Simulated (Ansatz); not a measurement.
# Si2Ni: the cost of one run

Computed with Ansatz 0.2.0 (DFT LDA, scalar-relativistic, plane waves, PAW, unless a step's input says otherwise).

**1. The system as given**

It takes space group Fd-3m (No. 227, cubic). The conventional cell has a = 5.402 Å, b = 5.402 Å, c = 5.402 Å, α = 90.00°, β = 90.00°, γ = 90.00°. Si (site symmetry -43m) has 4 Si at 2.34 Å as nearest neighbours.

Coordinates:

```cif
data_structure
_symmetry_space_group_name_H-M 'P 1'
_symmetry_Int_Tables_number 1
_cell_length_a 3.8198
_cell_length_b 3.8198
_cell_length_c 3.8198
_cell_angle_alpha 60.000
_cell_angle_beta 60.000
_cell_angle_gamma 60.000
_cell_volume 39.41
loop_
_atom_site_label
_atom_site_type_symbol
_atom_site_fract_x
_atom_site_fract_y
_atom_site_fract_z
_atom_site_occupancy
Si1 Si 0.75000 0.75000 0.75000 1
Si2 Si 0.50000 0.50000 0.50000 1
```

It goes back to an entry of the Materials Project.

This cell was relaxed beforehand with the same method: volume 19.70 Å³/atom, gap on the mesh 0.44 eV.

**2. The second crystal, Si2Ni**

The structure is cubic, space group Fm-3m (No. 225). The conventional cell has a = 5.386 Å, b = 5.386 Å, c = 5.386 Å, α = 90.00°, β = 90.00°, γ = 90.00°. Si (site symmetry -43m) has 4 Ni at 2.33 Å as nearest neighbours. Ni (site symmetry m-3m) is surrounded by 8 Si at 2.33 Å.

**3. A first look at the start (Si2Ni)**

The input, input.yaml:

```yaml
crystal:
  lattice:
    - [0.0, 2.69315504, 2.69315504]
    - [2.69315504, 0.0, 2.69315504]
    - [2.69315504, 2.69315504, 0.0]
  atoms:
    - { symbol: Si, position: [0.25, 0.25, 0.25] }
    - { symbol: Si, position: [0.75, 0.75, 0.75] }
    - { symbol: Ni, position: [0.0, 0.0, 0.0] }
basis:
  ecutwfc: 420
kpoints:
  mp_grid: { grid: [6, 6, 6] }
hamiltonian:
  xc: lda
scf:
  occupations: { method: gaussian, width: 0.1 }
output:
  forces: true
  stress: true
  eigenvalues: true
```

The run is started by

```console
$ ansatz run input.yaml --threads 4 --pin off --max-ram 8192MiB --backend cpu --events-out ev --progress --plain --runs-dir out
```

What time and memory should one allow on 4 threads of Intel Xeon Platinum 8259CL at 2.50GHz (Skylake/Cascade Lake), shared host?

About 1 s, with a peak of 0.35 GiB.
